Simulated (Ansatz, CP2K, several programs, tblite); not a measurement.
Energy against volume for KYSe₂ as one 4-atom ordering (P4/mmm) on the rocksalt lattice, at fixed shape and fractional coordinates, computed by several methods (PBE and r2SCAN, where shown, with plane waves in Ansatz); the cell shown is that of r2SCAN. With free coordinates or axes held, a curve is too stiff, and on another method's shape its minimum isn't the method's own volume. It is tetragonal, P4/mmm (No. 123); a = 4.320 Å, c = 5.868 Å in the conventional setting, 27.38 Å³ an atom. K is surrounded by 6 Se at 2.93–3.05 Å; Se is surrounded by 2 K at 2.93 Å and 4 Y at 3.05 Å; Y is surrounded by 6 Se at 2.93–3.05 Å; Se is surrounded by 2 Y at 2.93 Å and 4 K at 3.05 Å. All values are calculated for a non-magnetic cell, which may be hypothetical. Energies count from each curve's lowest point; fits are third-order Birch-Murnaghan.

```cif
data_structure
_symmetry_space_group_name_H-M 'P 1'
_symmetry_Int_Tables_number 1
_cell_length_a 4.3197
_cell_length_b 4.3197
_cell_length_c 5.8683
_cell_angle_alpha 90.000
_cell_angle_beta 90.000
_cell_angle_gamma 90.000
_cell_volume 109.50
loop_
_atom_site_label
_atom_site_type_symbol
_atom_site_fract_x
_atom_site_fract_y
_atom_site_fract_z
_atom_site_occupancy
K1 K 0.00000 0.00000 0.00000 1
Se1 Se 0.00000 0.00000 0.50000 1
Y1 Y 0.50000 0.50000 0.50000 1
Se2 Se 0.50000 0.50000 0.00000 1
```

light PBE (260 eV and a coarse mesh), on the shape of the cell shown:
```tsv
V (Å³/atom)	E (meV/atom)
25.186	79.04
26.281	39.55
27.376	12.02
28.471	0.00
29.566	6.13
30.661	28.66
```
The fit gives a pressure derivative B′ of -2.2, outside the usual 2 to 7: a trait of the method or a rough curve, so no modulus is quoted.

PBE/DZVP (CP2K), on the shape of the cell shown:
```tsv
V (Å³/atom)	E (meV/atom)
24.091	89.47
25.733	23.25
27.376	0.00
29.018	8.26
30.661	39.55
```
V₀ = 27.69 Å³ an atom and B₀ = 48 GPa.

GFN2-xTB (tblite), on the shape of the cell shown, as a cluster of 32 atoms at the zone centre:
```
V (Å³/atom)  E (meV/atom)
     24.091        135.55
     25.733         57.86
     27.376         15.63
     29.018          0.00
     30.661          4.08
```
V₀ = 29.44 Å³ an atom and B₀ = 32 GPa.

Task: PBE/SZV (CP2K), on the shape of the cell shown, gives
```tsv
V (Å³/atom)	E (meV/atom)
24.091	124.36
25.733	36.50
27.376	0.00
29.018	0.39
30.661	27.30
```
What equilibrium volume and bulk modulus follow?

Result: V₀ = 28.16 Å³ an atom and B₀ = 52 GPa.

Task: PBE, on the shape of its own relaxed cell, gives
```tsv
V (Å³/atom)	E (meV/atom)
26.048	16.78
26.880	3.97
27.711	0.00
28.542	3.58
29.373	13.59
```
What equilibrium volume and bulk modulus follow?

Result: V₀ = 27.71 Å³ an atom and B₀ = 48 GPa.
